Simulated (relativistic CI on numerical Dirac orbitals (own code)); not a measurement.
# Te XIII (Te¹²⁺): levels and lines

The task is the spectrum of Te¹²⁺: levels, purity of their labels, lifetimes and lines; runs with one setting changed show what the result hangs on.

Program: relativistic CI on numerical Dirac orbitals (own code) version 4. Level of theory: Dirac-Coulomb-Breit CI, KLI orbitals optimised for each configuration, model QED (radiative potential, 1s self-energy scaled to tabulated hydrogen-like ionisation energies). These are calculated values, not measurements, unless marked.

**1. Starting point**

```
ion                       : Te¹²⁺ (Te XIII)
nuclear charge            : 52
electrons                 : 40
isotope                   : A = 130
first configuration typed : [Kr] 4d4
```

The outer shells:

first configuration typed
```
[Kr] core
4d [↑ ][↑ ][↑ ][↑ ][  ]
```

**2. CI with the chosen configurations**

Settings of the run:

```ini
atom Te  Z=52  charge=12  electrons=40
nucleus A=130  rms_radius_fm=4.7423
hamiltonian dirac-coulomb  breit=on  qed=on  c_scale=1
orbitals kli  potential=per-configuration
slater_scale 1
correlation none
mixing on
configurations
  [Kr] 4d4
  [Ar] 3d10 4s2 4p5 4d5
  [Kr] 4d3 4f
  [Kr] 4d3 5s
  [Ar] 3d10 4s 4p6 4d5
  [Kr] 4d3 5p
  [Ar] 3d10 4s2 4p5 4d4 4f
  [Kr] 4d2 4f 5s
  [Kr] 4d3 5d
  [Ar] 3d10 4s 4p6 4d4 4f
  [Kr] 4d2 5s 5p
  [Kr] 4d3 6s
  [Ar] 3d10 4s2 4p5 4d4 5s
  [Kr] 4d3 5f
  [Kr] 4d3 6p
  [Kr] 4d3 5g
  [Kr] 4d3 6d
  [Kr] 4d3 7s
  [Kr] 4d3 6f
  [Kr] 4d3 7p
  [Ar] 3d10 4s 4p6 4d4 5s
  [Ar] 3d10 4s 4p6 4d4 5p
  [Kr] 4d2 5s2
  [Kr] 4d 4f 5s2
  [Kr] 4d 5s2 5p
  [Ar] 3d10 4s2 4p5 4d2 4f 5s2
  [Ar] 3d10 4p6 4d6
  [Ar] 3d10 4p5 4d7
  [Ar] 3d10 4p5 4d6 4f
end
```

Launch:

```
> python run_levels.py task.json out
```

The settings of every run stand in task.json; they run in order.

Results of the run (chosen fields of its result record, rounded):

```text
status: converged
levels [i, E_cm, J2, conf, term, w_term, jj, w_jj, g, tau_s, A_per_gI_MHz, B_per_Q_MHz]:
  - [0, 0, 0, "4s2 4p6 4d4", "5D", 0.8217, "4d3/2^4", 0.5505, "-", "-", "-", "-"]
  - [1, 4051.9944, 2, "4s2 4p6 4d4", "5D", 0.9068, "4d3/2^3 4d5/2", 0.7301, 1.498, 0.315, 229.5, 1146]
  - [2, 8747.3456, 4, "4s2 4p6 4d4", "5D", 0.9425, "4d3/2^2 4d5/2^2", 0.6265, 1.489, 0.184, 784, 810.5]
  - [3, 13316.815, 6, "4s2 4p6 4d4", "5D", 0.9266, "4d3/2^2 4d5/2^2", 0.5163, 1.481, 0.2396, 1268, -734.7]
  - [4, 17559.893, 8, "4s2 4p6 4d4", "5D", 0.8591, "4d3/2^2 4d5/2^2", 0.3983, 1.464, 0.5226, 1683, -3330]
  - [5, 35525.06, 8, "4s2 4p6 4d4", "3H", 0.6542, "4d3/2^3 4d5/2", 0.598, 0.9038, 0.04026, 2660, 1555]
  - [6, 36336.267, 0, "4s2 4p6 4d4", "3P", 0.6962, "4d3/2^2 4d5/2^2", 0.5013, "-", 0.00296, "-", "-"]
  - [7, 42445.823, 10, "4s2 4p6 4d4", "3H", 0.7986, "4d3/2^2 4d5/2^2", 0.9444, 1.064, 0.1011, 2378, 2202]
  - [8, 43725.205, 6, "4s2 4p6 4d4", "3G", 0.6689, "4d3/2^2 4d5/2^2", 0.5266, 0.8639, 0.01344, 2765, 314.6]
  - [9, 46000.496, 12, "4s2 4p6 4d4", "3H", 0.7971, "4d3/2^2 4d5/2^2", 0.806, 1.134, 1.496, 2400, 2080]
  - [10, 47531.422, 4, "4s2 4p6 4d4", "3F", 0.804, "4d3/2^2 4d5/2^2", 0.5055, 0.746, 0.0088, 2707, 742.3]
  - [11, 47732.212, 2, "4s2 4p6 4d4", "3P", 0.8285, "4d3/2^2 4d5/2^2", 0.5854, 1.398, 0.004162, 1704, -275.9]
  - [12, 50959.827, 8, "4s2 4p6 4d4", "3G", 0.4395, "4d3/2^2 4d5/2^2", 0.4965, 1.063, 0.01013, 2338, -816.2]
  - [13, 55420.892, 8, "4s2 4p6 4d4", "3F", 0.3598, "4d3/2^2 4d5/2^2", 0.695, 1.119, 0.009412, 2257, -178.1]
  - [14, 56760.187, 4, "4s2 4p6 4d4", "3D", 0.4616, "4d3/2^2 4d5/2^2", 0.7173, 1.289, 0.0244, 1742, 315.4]
  - [15, 57874.088, 6, "4s2 4p6 4d4", "3F", 0.6898, "4d3/2 4d5/2^3", 0.5757, 1.027, 0.009114, 2338, -69.65]
  - [16, 61414.261, 10, "4s2 4p6 4d4", "3G", 0.7978, "4d3/2 4d5/2^3", 0.944, 1.168, 0.01642, 2055, -1448]
  - [17, 61814.958, 6, "4s2 4p6 4d4", "3D", 0.7876, "4d3/2 4d5/2^3", 0.4096, 1.267, 0.006266, 1852, 827.7]
  - [18, 65356.679, 12, "4s2 4p6 4d4", "1I", 0.797, "4d3/2 4d5/2^3", 0.8059, 1.03, 0.01312, 2419, 3330]
  - [19, 68402.814, 2, "4s2 4p6 4d4", "3D", 0.8711, "4d3/2 4d5/2^3", 0.7193, 0.6093, 0.003988, 3171, 613.1]
  - [20, 68712.778, 4, "4s2 4p6 4d4", "3P", 0.434, "4d3/2 4d5/2^3", 0.5645, 1.252, 0.003908, 2374, 785.3]
  - [21, 76306.51, 8, "4s2 4p6 4d4", "1G", 0.5781, "4d5/2^4", 0.4721, 1.054, 0.005162, 2081, -375.6]
  - [22, 80669.057, 0, "4s2 4p6 4d4", "1S", 0.803, "4d3/2 4d5/2^3", 0.76, "-", 0.00366, "-", "-"]
  - [23, 84609.916, 4, "4s2 4p6 4d4", "1D", 0.516, "4d3/2^2 4d5/2^2", 0.5841, 1.087, 0.004182, 2308, 632]
  - [24, 87122.316, 6, "4s2 4p6 4d4", "1F", 0.7559, "4d3/2 4d5/2^3", 0.6962, 1.033, 0.005608, 2376, 3274]
  - [25, 99842.393, 4, "4s2 4p6 4d4", "3P", 0.745, "4d3/2^2 4d5/2^2", 0.502, 1.331, 0.004574, 1813, 1072]
  - [26, 103344.41, 8, "4s2 4p6 4d4", "3F", 0.8307, "4d3/2^2 4d5/2^2", 0.6455, 1.213, 0.00244, 1746, 1900]
  - [27, 105030.63, 4, "4s2 4p6 4d4", "3F", 0.7322, "4d3/2^2 4d5/2^2", 0.4117, 0.7999, 0.002935, 3194, 2380]
  - [28, 106920.51, 6, "4s2 4p6 4d4", "3F", 0.8446, "4d3/2 4d5/2^3", 0.912, 1.074, 0.005064, 2437, 2825]
  - [29, 109328.98, 2, "4s2 4p6 4d4", "3P", 0.9718, "4d3/2 4d5/2^3", 0.8833, 1.493, 0.002886, 467.5, -880.2]
  - [30, 114211.42, 0, "4s2 4p6 4d4", "3P", 0.916, "4d5/2^4", 0.5393, "-", 0.003926, "-", "-"]
  - [31, 116320.86, 8, "4s2 4p6 4d4", "1G", 0.8558, "4d3/2 4d5/2^3", 0.7856, 1.028, 0.002804, 2574, 1890]
  - [32, 146288.5, 4, "4s2 4p6 4d4", "1D", 0.9518, "4d3/2^2 4d5/2^2", 0.4774, 0.9989, 0.001994, 2406, -3692]
  - [33, 193169.27, 0, "4s2 4p6 4d4", "1S", 0.9587, "4d3/2^2 4d5/2^2", 0.5533, "-", 0.0008274, "-", "-"]
  - [34, 577129.13, 8, "4s2 4p5 4d5", "7P*", 0.9472, "4p3/2^3 4d3/2^2 4d5/2^3", 0.3782, 1.738, 4.345e-08, 3876, -1.914e+04]
  - "... 365 more rows left out ..."
lines, the strongest and those to the lowest levels [upper, lower, type, S_au, A_per_s, branching]:
  - [6, 1, "M1", 0.3722, 337.8, 0.9999]
  - [8, 2, "M1", 0.139, 22.92, 0.308]
  - [10, 1, "M1", 0.1182, 52.41, 0.4612]
  - [10, 2, "M1", 0.1828, 57.53, 0.5063]
  - [11, 2, "M1", 0.4037, 215.1, 0.8951]
  - [15, 2, "M1", 0.03231, 14.76, 0.1345]
  - [17, 2, "M1", 0.08723, 50.23, 0.3148]
  - [19, 0, "M1", 0.01478, 42.54, 0.1696]
  - [19, 1, "M1", 0.01032, 24.74, 0.09865]
  - [19, 2, "M1", 0.01769, 33.77, 0.1346]
  - [20, 1, "M1", 0.01251, 18.25, 0.07132]
  - [23, 2, "M1", 0.00869, 20.47, 0.08559]
  - [357, 18, "E1", 0.09578, 7.474e+09, 0.3502]
  - [372, 0, "E1", 0.1064, 4.105e+10, 0.6204]
  - [380, 1, "E1", 0.18, 4.209e+10, 0.6622]
  - [383, 16, "E1", 0.08354, 7.306e+09, 0.3727]
  - [386, 2, "E1", 0.333, 5.643e+10, 0.5943]
  - [386, 3, "E1", 0.05812, 9.688e+09, 0.102]
  - [386, 4, "E1", 0.09673, 1.588e+10, 0.1672]
  - [390, 1, "E1", 0.1331, 1.619e+11, 0.9743]
  - [393, 0, "E1", 0.1072, 4.431e+10, 0.3221]
  - [393, 1, "E1", 0.1012, 4.127e+10, 0.3]
  - [393, 2, "E1", 0.1081, 4.333e+10, 0.315]
  - [394, 4, "E1", 0.1179, 1.25e+10, 0.4831]
  - [395, 1, "E1", 0.1085, 2.671e+10, 0.3815]
  - [395, 3, "E1", 0.08481, 2.021e+10, 0.2886]
  - [397, 3, "E1", 0.2812, 3.741e+10, 0.3431]
  - [397, 4, "E1", 0.4867, 6.377e+10, 0.5849]
n_levels_all: 8439
total_energy [Ha]: -6737.6676476
configurations [conf, odd, states, E_av_cm, breit_Ha, qed_Ha, corr_Ha]:
  - ["4s2 4p6 4d4", 0, 210, 92651.3, 5.054, 3.377, "-"]
  - ["4s2 4p5 4d5", 1, 1512, 772166, 5.046, 3.376, "-"]
  - ["4s2 4p6 4d3 4f", 1, 1680, 806166, 5.051, 3.377, "-"]
  - ["4s2 4p6 4d3 5s", 0, 240, 745329, 5.056, 3.38, "-"]
  - ["4s 4p6 4d5", 0, 504, 1.25126e+06, 5.048, 3.368, "-"]
  - ["4s2 4p6 4d3 5p", 1, 720, 903453, 5.056, 3.377, "-"]
  - ["4s2 4p5 4d4 4f", 0, 17640, 1.47598e+06, 5.043, 3.376, "-"]
  - ["4s2 4p6 4d2 4f 5s", 1, 1260, 1.46905e+06, 5.052, 3.38, "-"]
  - ["4s2 4p6 4d3 5d", 0, 1200, 1.14328e+06, 5.054, 3.377, "-"]
  - ["4s 4p6 4d4 4f", 1, 5880, 1.95758e+06, 5.045, 3.368, "-"]
  - ["4s2 4p6 4d2 5s 5p", 1, 540, 1.58391e+06, 5.058, 3.38, "-"]
  - ["4s2 4p6 4d3 6s", 0, 240, 1.36051e+06, 5.054, 3.378, "-"]
  - ["4s2 4p5 4d4 5s", 1, 2520, 1.42209e+06, 5.048, 3.379, "-"]
  - ["4s2 4p6 4d3 5f", 1, 1680, 1.39216e+06, 5.052, 3.377, "-"]
  - "... 15 more rows left out ..."
radial 4s2 4p6 4d4 [Ha, bohr]: {"<r^-3>(4d)": 26.94, "<r^1>(4d)": 0.83285, "<r^2>(4d)": 0.79363, "<r^4>(4d)": 0.95707, "F2(4d,4d)": 0.5568, "F4(4d,4d)": 0.37562, "zeta(4d)": 0.027877}
radial 4s2 4p5 4d5 [Ha, bohr]: {"<r^-3>(4p)": 205.83, "<r^1>(4p)": 0.76826, "<r^2>(4p)": 0.66733, "<r^4>(4p)": 0.64753, "zeta(4p)": 0.27066, "<r^-3>(4d)": 27.035, "<r^1>(4d)": 0.83193, "<r^2>(4d)": 0.79198, "<r^4>(4d)": 0.95343, "F2(4d,4d)": 0.55726, "F4(4d,4d)": 0.37593, "F2(4p,4d)": 0.58092, "G1(4p,4d)": 0.73695, "G3(4p,4d)": 0.46395, "zeta(4d)": 0.027863}
ionisation_energy [eV]: 271.844
```

Wall time 12 s (1 thread of Arm Neoverse V2, shared host).

Lowest levels:

```tsv
level	energy (cm⁻¹)	LS purity (%)	jj purity (%)	radiative lifetime (s)
4d4 5D0	0.0	82	55	-
4d4 5D1	4052.0	91	73	0.32
4d4 5D2	8747.3	94	63	0.18
4d4 5D3	13316.8	93	52	0.24
4d4 5D4	17559.9	86	40	0.52
4d4 3H4	35525	65	60	0.04
4d4 3P0	36336	70	50	0.003
4d4 3H5	42446	80	94	0.1
4d4 3G3	43725	67	53	0.013
4d4 3H6	46000	80	81	1.5
4d4 3F2	47531	80	51	0.0088
4d4 3P1	47732	83	59	0.0042
4d4 3G4 + 3F	50960	44	50	0.01
4d4 [4d3/2^2 4d5/2^2] J=4 (iii)	55421	36	70	0.0094
```

Where the configurations lie:

```tsv
configuration	levels among the lowest 60	parity	lowest (cm⁻¹)	highest (cm⁻¹)
4d4	34	even	0.0	193169
4p5 4d5	26	odd	577129	657536
```

Strongest E1 lines among the lowest 400 of 8439 levels, by gA:

```tsv
upper	lower	wavelength (nm)	A (1/s)
4d3 5p 5D°4	4d4 5D4	11.98	6.38e+10
4d3 5p 5D°3 + 5F°	4d4 5D2	11.95	5.64e+10
4d3 5p 5D°4	4d4 5D3	11.92	3.74e+10
4d3 5p [4d3/2^2 4d5/2 5p1/2] J=2°	4d4 5D1	12.01	4.21e+10
4d3 5p 5D°0	4d4 5D1	11.85	1.62e+11
4d3 5p 5G°5 + 3G°	4d4 5D4	12.02	1.25e+10
4d3 5p 5D°2 + 3D°	4d4 5D1	11.81	2.67e+10
4d3 5p 5D°1	4d4 5D0	11.78	4.43e+10
4d3 5p 5D°1	4d4 5D2	11.90	4.33e+10
4d3 5p 5D°1	4d4 5D1	11.83	4.13e+10
```

**3. Without the Breit term**

Changes to the settings of step 2:

```diff
@@ -2,3 +2,3 @@
 nucleus A=130  rms_radius_fm=4.7423
-hamiltonian dirac-coulomb  breit=on  qed=on  c_scale=1
+hamiltonian dirac-coulomb  breit=off  qed=on  c_scale=1
 orbitals kli  potential=per-configuration
```

Results of the run:

```text
status: converged
levels [i, E_cm, J2, conf, term, w_term, w_jj]:
  - [0, 0, 0, "4s2 4p6 4d4", "5D", 0.8118, 0.5632]
  - [1, 4311.3915, 2, "4s2 4p6 4d4", "5D", 0.9029, 0.7366]
  - [2, 9233.8215, 4, "4s2 4p6 4d4", "5D", 0.9405, 0.6242]
  - [3, 13976.308, 6, "4s2 4p6 4d4", "5D", 0.9229, 0.5166]
  - [4, 18343.6, 8, "4s2 4p6 4d4", "5D", 0.8497, 0.3962]
  - [5, 35949.858, 8, "4s2 4p6 4d4", "3H", 0.649, 0.5919]
  - [6, 36549.867, 0, "4s2 4p6 4d4", "3P", 0.6837, 0.5147]
  - [7, 43204.036, 10, "4s2 4p6 4d4", "3H", 0.7952, 0.9461]
  - [8, 44188.13, 6, "4s2 4p6 4d4", "3G", 0.6698, 0.5231]
  - [9, 46931.941, 12, "4s2 4p6 4d4", "3H", 0.7897, 0.8132]
  - [10, 48013.512, 4, "4s2 4p6 4d4", "3F", 0.7934, 0.5043]
  - [11, 48279.813, 2, "4s2 4p6 4d4", "3P", 0.8225, 0.5924]
  - [12, 51825.235, 8, "4s2 4p6 4d4", "3G", 0.4474, 0.5029]
  - [13, 56282.905, 8, "4s2 4p6 4d4", "3F", 0.3626, 0.6878]
  - [14, 57465.406, 4, "4s2 4p6 4d4", "3D", 0.4654, 0.7235]
  - [15, 58762.868, 6, "4s2 4p6 4d4", "3F", 0.6868, 0.5562]
  - "... 384 more rows left out ..."
n_levels_all: 8439
total_energy [Ha]: -6742.7256725
configurations [conf, odd, states, E_av_cm, breit_Ha, qed_Ha, corr_Ha]:
  - ["4s2 4p6 4d4", 0, 210, 93450.9, 5.054, 3.377, "-"]
  - ["4s2 4p5 4d5", 1, 1512, 774732, 5.046, 3.376, "-"]
  - ["4s2 4p6 4d3 4f", 1, 1680, 807698, 5.051, 3.377, "-"]
  - ["4s2 4p6 4d3 5s", 0, 240, 745827, 5.056, 3.38, "-"]
  - ["4s 4p6 4d5", 0, 504, 1.25345e+06, 5.048, 3.368, "-"]
  - ["4s2 4p6 4d3 5p", 1, 720, 903847, 5.056, 3.377, "-"]
  - ["4s2 4p5 4d4 4f", 0, 17640, 1.47929e+06, 5.043, 3.376, "-"]
  - ["4s2 4p6 4d2 4f 5s", 1, 1260, 1.47029e+06, 5.052, 3.38, "-"]
  - ["4s2 4p6 4d3 5d", 0, 1200, 1.14426e+06, 5.054, 3.377, "-"]
  - ["4s 4p6 4d4 4f", 1, 5880, 1.9605e+06, 5.045, 3.368, "-"]
  - ["4s2 4p6 4d2 5s 5p", 1, 540, 1.58399e+06, 5.058, 3.38, "-"]
  - ["4s2 4p6 4d3 6s", 0, 240, 1.36135e+06, 5.054, 3.378, "-"]
  - ["4s2 4p5 4d4 5s", 1, 2520, 1.42439e+06, 5.048, 3.379, "-"]
  - ["4s2 4p6 4d3 5f", 1, 1680, 1.39339e+06, 5.052, 3.377, "-"]
  - "... 15 more rows left out ..."
ionisation_energy [eV]: 271.897
```

It took 9.5 s on 1 thread of Arm Neoverse V2, shared host.

Shifts of the excitation energies against the main run, counted from its lowest level (cm⁻¹):

```tsv
level	main run	shift
4d4 5D1	4052.0	+259.4
4d4 5D2	8747.3	+486.5
4d4 5D3	13316.8	+659.5
4d4 5D4	17559.9	+783.7
4d4 3H4	35525	+424.8
4d4 3P0	36336	+213.6
4d4 3H5	42446	+758.2
4d4 3G3	43725	+462.9
4d4 3H6	46000	+931.4
4d4 3F2	47531	+482.1
4d4 3P1	47732	+547.6
4d4 3G4 + 3F	50960	+865.4
```

**4. One common potential**

Changes to the settings of step 3:

```diff
@@ -2,4 +2,4 @@
 nucleus A=130  rms_radius_fm=4.7423
-hamiltonian dirac-coulomb  breit=off  qed=on  c_scale=1
-orbitals kli  potential=per-configuration
+hamiltonian dirac-coulomb  breit=on  qed=on  c_scale=1
+orbitals kli  potential=mean
 slater_scale 1
```

Results of the run:

```text
status: converged
levels [i, E_cm, J2, conf, term, w_term, w_jj]:
  - [0, 0, 0, "4s2 4p6 4d4", "5D", 0.8218, 0.5503]
  - [1, 4046.8023, 2, "4s2 4p6 4d4", "5D", 0.9069, 0.7301]
  - [2, 8737.5066, 4, "4s2 4p6 4d4", "5D", 0.9426, 0.6266]
  - [3, 13303.121, 6, "4s2 4p6 4d4", "5D", 0.9266, 0.5163]
  - [4, 17543.09, 8, "4s2 4p6 4d4", "5D", 0.8592, 0.3983]
  - [5, 35504.777, 8, "4s2 4p6 4d4", "3H", 0.6543, 0.5981]
  - [6, 36318.835, 0, "4s2 4p6 4d4", "3P", 0.6964, 0.5011]
  - [7, 42418.347, 10, "4s2 4p6 4d4", "3H", 0.7987, 0.9444]
  - [8, 43702.464, 6, "4s2 4p6 4d4", "3G", 0.6688, 0.5266]
  - [9, 45969.7, 12, "4s2 4p6 4d4", "3H", 0.7973, 0.8059]
  - [10, 47505.47, 4, "4s2 4p6 4d4", "3F", 0.8042, 0.5056]
  - [11, 47705.098, 2, "4s2 4p6 4d4", "3P", 0.8287, 0.5852]
  - "... 388 more rows left out ..."
n_levels_all: 8439
total_energy [Ha]: -6737.6658672
configurations [conf, odd, states, E_av_cm, breit_Ha, qed_Ha, corr_Ha]:
  - ["4s2 4p6 4d4", 0, 210, 92598.9, 5.056, 3.377, "-"]
  - ["4s2 4p5 4d5", 1, 1512, 771836, 5.047, 3.376, "-"]
  - ["4s2 4p6 4d3 4f", 1, 1680, 805550, 5.05, 3.377, "-"]
  - ["4s2 4p6 4d3 5s", 0, 240, 746980, 5.052, 3.379, "-"]
  - ["4s 4p6 4d5", 0, 504, 1.25091e+06, 5.048, 3.368, "-"]
  - ["4s2 4p6 4d3 5p", 1, 720, 905597, 5.053, 3.377, "-"]
  - ["4s2 4p5 4d4 4f", 0, 17640, 1.47532e+06, 5.041, 3.376, "-"]
  - ["4s2 4p6 4d2 4f 5s", 1, 1260, 1.47174e+06, 5.046, 3.379, "-"]
  - ["4s2 4p6 4d3 5d", 0, 1200, 1.14617e+06, 5.05, 3.377, "-"]
  - ["4s 4p6 4d4 4f", 1, 5880, 1.957e+06, 5.042, 3.368, "-"]
  - ["4s2 4p6 4d2 5s 5p", 1, 540, 1.59329e+06, 5.05, 3.379, "-"]
  - ["4s2 4p6 4d3 6s", 0, 240, 1.36439e+06, 5.05, 3.378, "-"]
  - ["4s2 4p5 4d4 5s", 1, 2520, 1.42446e+06, 5.043, 3.379, "-"]
  - ["4s2 4p6 4d3 5f", 1, 1680, 1.39533e+06, 5.048, 3.377, "-"]
  - "... 15 more rows left out ..."
```

Run time: 11 s. Hardware: 1 thread of Arm Neoverse V2, shared host.

Shifts of the excitation energies against the main run, counted from its lowest level (cm⁻¹):

```tsv
level	main run	shift
4d4 5D1	4052.0	-5.2
4d4 5D2	8747.3	-9.8
4d4 5D3	13316.8	-13.7
4d4 5D4	17559.9	-16.8
4d4 3H4	35525	-20.3
4d4 3P0	36336	-17.4
4d4 3H5	42446	-27.5
4d4 3G3	43725	-22.7
4d4 3H6	46000	-30.8
4d4 3F2	47531	-26.0
4d4 3P1	47732	-27.1
4d4 3G4 + 3F	50960	-31.8
```

**5. What each setting moved**

| run | time | mean size of shift, levels followed (cm⁻¹) | lowest level | ionisation energy (eV) |
| --- | --- | --- | --- | --- |
| main run | 12 s | 0 | 4d4 5D0 | 271.84 |
| without the Breit term | 9.5 s | 573 | 4d4 5D0 | 271.90 |
| one common potential | 11 s | 20.8 | 4d4 5D0 | - |

The tabulated theoretical ionisation energy (NIST) is 272 eV.

**6. What came out**

| quantity | value |
| --- | --- |
| lowest level | 4d4 5D0 |
| first excitation | 4d4 5D1, 4052.0 cm⁻¹ |
| lowest level of the other parity | 4p5 4d5 7P°4, 577129 cm⁻¹ |
| levels in the model | 8439 |
| fastest E1 line (by rate) to the lowest level among the lowest 400 of 8439 levels | 11.78 nm, from 4d3 5p 5D°1 |
| ionisation energy | 271.84 eV |
| ionisation energy, tabulated theoretical (NIST) | 272 eV |

**Reading.** 4d4 5D0 comes out lowest; its LS label holds 82 % and its jj label 55 %; over the low levels the means are 73 and 61 %, so LS coupling describes them better. The ionisation energy agrees with the tabulated theoretical value within its uncertainty of 3 eV. Of the changes tried, the run «without the Breit term» moves the low levels most, by 573 cm⁻¹ on average. Lifetimes count radiative decay inside the model alone.
